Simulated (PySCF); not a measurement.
# HLaO2 (La(O)(OH)): the cost of one run

Computed with PySCF 2.14.0. Level: PBE0, La def2-SVP with ECP46, O def2-SVP, H def2-SVP; scalar-relativistic core potentials, no spin–orbit coupling.

1 further run of the same task is left out (for a known fault of the program).

## (1) Where the work starts

4 atoms, charge 0, spin multiplicity 1.

Bond lengths: La1–O2 1.947 Å, La1–O3 2.195 Å, La1–H4 2.972 Å, O3–H4 0.961 Å. Angles: O2–La1–O3 108.9°, O2–La1–H4 96.2°, O3–La1–H4 12.7°, La1–O3–H4 137.0°, La1–H4–O3 30.2°.

Coordinates:

```
La    0.0002   -0.0384   -0.5002
O     1.2937    0.0285    0.9541
O    -2.0244    0.0221    0.3458
H    -2.4202    0.0762    1.2203
```

Formal oxidation states: La +3. An earlier session relaxed this geometry at PBE0, La def2-SVP with ECP46, O def2-SVP, H def2-SVP (singlet, point group Cs).

Its energy there is -182.421198 Eh.

## (2) One electron removed, multiplicity 2

The input, run.py (the lines that set the calculation):

```python
mol = gto.M(atom='''
La     0.00023    -0.03839    -0.50024
O      1.29374     0.02849     0.95408
O     -2.02439     0.02214     0.34576
H     -2.42018     0.07623     1.22025''',
    basis={'La': 'def2-SVP', 'O': 'def2-SVP', 'H': 'def2-SVP'},
    ecp={'La': 'def2-SVP'},
    charge=1, spin=1)
mf = dft.UKS(mol, xc='PBE0')
mf.grids.atom_grid = (50, 194)  # f atoms: unpruned, at least (60, 302)
mf = mf.density_fit()  # fitting sets: La def2-universal-JKFIT, O def2-universal-JKFIT, H def2-universal-JKFIT
mf.conv_tol = 1e-08; mf.max_cycle = 55
mf.kernel(dm0)  # dm0: the density of the relaxed state
```

Command:

```
$ OMP_NUM_THREADS=2 python run.py
```

**Question.** How long does this run take on 2 threads of AMD EPYC 7R43 (Zen 3), shared host?

About 1.3 s.
